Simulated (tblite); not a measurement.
# C3H10N2Si: the cost of one run

Computed with tblite 0.8.0 and PySCF 2.14.0, with density-fitted response routines of our own, on a single molecule in the gas phase. Atoms count from 0, in the outputs and in this text.

## (1) The starting structure

16 atoms, charge 0, multiplicity 1; geometry from: force field or distance geometry start.

Bonds of the start (Å): C0–N1 1.29, N1–Si2 1.73, Si2–N3 1.73, N3–C4 1.46, N3–C5 1.48, C0–H6 1.10, C0–H7 1.10, Si2–H8 1.48, Si2–H9 1.47, C4–H10 1.10, C4–H11 1.09, C4–H12 1.09, C5–H13 1.10, C5–H14 1.09, C5–H15 1.11.

## (2) Optimising the geometry with GFN2-xTB

The job: settings as JSON, then the geometry in Å.

```
{"job": {"kind": "relax", "xc": "GFN2-xTB", "basis": "xTB"}, "charge": 0, "multiplicity": 1}
C      2.601700     0.204700    -0.630900
N      1.987000     0.913900     0.256000
Si     0.741300     0.102700     1.142900
N     -0.507700    -0.157000    -0.032300
C     -1.114600     0.971200    -0.722700
C     -1.561800    -1.156700     0.238700
H      2.366500    -0.843800    -0.880300
H      3.409600     0.675500    -1.212800
H      0.205800     0.961400     2.219000
H      1.217000    -1.204900     1.625300
H     -1.691100     0.634300    -1.603000
H     -1.787300     1.540500    -0.074100
H     -0.358500     1.660900    -1.112100
H     -1.127800    -2.101100     0.601200
H     -2.109700    -1.397800    -0.672000
H     -2.278000    -0.794900     1.000000
```

Command:

```console
> OMP_NUM_THREADS=1 python probes_run.py task.json out
```

This one command runs all jobs of the session in turn.

**Question.** How long does this first job take on 1 thread of AMD EPYC, shared host, and how much memory does it need?

About 1.8 s, with a peak of 0.18 GiB.
